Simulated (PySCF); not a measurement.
# C6H5BrN2: the cost of one run

Computed with PySCF 2.14.0 and routines of our own; the level stands in each step. Atoms count from 0.

## 1. The starting structure

14 atoms, charge 0, multiplicity 1; geometry from: GFN2-xTB.

## 2. Relaxing the molecule at PBE0-D3(BJ)/def2-SVP

The job: settings as JSON, then the geometry in Å.

```
{"job": {"xc": "PBE0", "basis": "def2-SVP", "d3": "d3bj", "grid": 2, "kind": "geom"}, "charge": 0, "multiplicity": 1}
C     -1.731598    -2.767292     0.082983
N     -0.907254    -1.938342     0.036435
C      0.047336    -0.994549    -0.018728
C      1.416180    -1.142866    -0.118207
C      1.965302     0.146709    -0.140391
C      0.910978     1.022935    -0.052861
Br     0.928213     2.899562    -0.028946
N     -0.260604     0.339887     0.021461
C     -1.573306     0.914154     0.123938
H      1.945867    -2.072149    -0.169010
H      3.001343     0.407787    -0.210560
H     -2.310153     0.113501     0.165879
H     -1.780147     1.547445    -0.741582
H     -1.652835     1.522745     1.027423
```

Started as:

```
OMP_NUM_THREADS=1 python excited_run.py task.json out
```

This one command runs all jobs of the session in turn.

Q: Estimate the wall time and peak memory of this first job on 1 thread of Arm Neoverse V2, shared host.

About 84 s, with a peak of 0.9 GiB.
